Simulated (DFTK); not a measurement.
HfB under changes of volume

One of the cells (12.326 Å³/atom); the others are scaled copies at fixed shape and fractional positions:

```xyz
2
Lattice="0.0000 2.3100 2.3100 2.3100 0.0000 2.3100 2.3100 2.3100 0.0000" Properties=species:S:1:pos:R:3 pbc="T T T"
Hf    2.3100    2.3100    2.3100
B     0.0000    0.0000    0.0000
```

* Program: DFTK 0.8.2
* Functional: PBE
* Potentials or basis: dojo.nc.sr.pbe.v0_4_1.standard.upf (PBE)
* Cutoff: 1034 eV
* k mesh: 10 × 10 × 10
* Occupations: fermi-dirac, width 0.05 eV
* Spin: no spin polarisation

```tsv
volume (Å³/atom)	energy over the lowest point (meV/atom)	pressure (GPa)
11.587	?	?
11.833	217.80	42.9
12.080	156.94	36.5
12.326	105.51	30.7
12.573	62.68	25.3
12.819	27.74	20.4
13.066	0.00	15.9
```

What does the run at 11.587 Å³/atom give?

Energy over the lowest point 288.98 meV/atom; pressure 49.9 GPa.

Worked out: A Birch-Murnaghan fit of order 3 (a polynomial in V^(-2/3)) to the other rows has no minimum within the range. It gives 288.64 meV/atom at 11.587 Å³/atom, against the run's 288.98, and -dE/dV = 49.6 GPa, against 49.9.

Energies are extrapolated to zero smearing.

Caveats: the minimum lies outside the volumes run.
